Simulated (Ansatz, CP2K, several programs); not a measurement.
Energy against volume for HfSiO₄ (started from an entry of an open crystallographic database), at fixed shape and fractional coordinates, computed by several methods (PBE and r2SCAN, where shown, with plane waves in Ansatz); the cell shown is that of r2SCAN. With free coordinates or axes held, a curve is too stiff, and on another method's shape its minimum isn't the method's own volume. It is tetragonal, I4_1/amd (No. 141); a = 6.582 Å, c = 5.972 Å in the conventional setting, 10.78 Å³ an atom. Hf has 8 O at 2.12–2.26 Å; Si has 4 O at 1.62 Å; O has 1 Si at 1.62 Å and 2 Hf at 2.12–2.26 Å. No spin polarisation and no zero-point or thermal motion. Energies count from each curve's lowest point; fits are third-order Birch-Murnaghan.

```cif
data_structure
_symmetry_space_group_name_H-M 'I4_1/amd:1'
_symmetry_Int_Tables_number 141
_cell_length_a 6.5816
_cell_length_b 6.5816
_cell_length_c 5.9715
_cell_angle_alpha 90.000
_cell_angle_beta 90.000
_cell_angle_gamma 90.000
_cell_volume 258.68
loop_
_atom_site_label
_atom_site_type_symbol
_atom_site_symmetry_multiplicity
_atom_site_Wyckoff_symbol
_atom_site_fract_x
_atom_site_fract_y
_atom_site_fract_z
_atom_site_occupancy
Hf1 Hf 4 a 0.00000 0.50000 0.25000 1
Si1 Si 4 b 0.50000 0.00000 0.25000 1
O1 O 16 h 0.50000 0.31537 0.81988 1
```

light PBE (260 eV and a coarse mesh), on the shape of the cell shown:
```
V (Å³/atom)  E (meV/atom)
      9.916        140.43
     10.347         67.15
     10.778         17.97
     11.209          0.00
     11.640         96.50
     12.072         91.24
```
The points scatter about the fit by more than 0.3 meV an atom, since at so low a cutoff the number of plane waves jumps with the volume, so no fit is quoted.

Task: PBE, on the shape of its own relaxed cell, gives
```
V (Å³/atom)  E (meV/atom)
     10.403         31.98
     10.735          7.57
     11.067          0.00
     11.399          6.85
     11.731         26.05
```
What equilibrium volume and bulk modulus follow?

Result: V₀ = 11.07 Å³ an atom and B₀ = 231 GPa.

PBE/DZVP (CP2K), on the shape of the cell shown:
```tsv
V (Å³/atom)	E (meV/atom)
9.485	166.15
10.131	42.52
10.778	0.00
11.425	17.06
12.072	78.58
```
V₀ = 10.89 Å³ an atom and B₀ = 235 GPa.

r2SCAN, on the shape of its own relaxed cell:
```tsv
V (Å³/atom)	E (meV/atom)
10.131	34.50
10.455	8.20
10.778	0.00
11.101	7.33
11.425	27.96
```
V₀ = 10.78 Å³ an atom and B₀ = 256 GPa.

Task: PBE/SZV (CP2K), on the shape of the cell shown, gives
```csv
V (Å³/atom),E (meV/atom)
9.485,393.08
10.131,178.38
10.778,56.16
11.425,2.30
12.072,0.00
```
What equilibrium volume and bulk modulus follow?

Result: V₀ = 11.78 Å³ an atom and B₀ = 197 GPa. The lowest point lies at an end of the range, so the fit is barely bracketed.
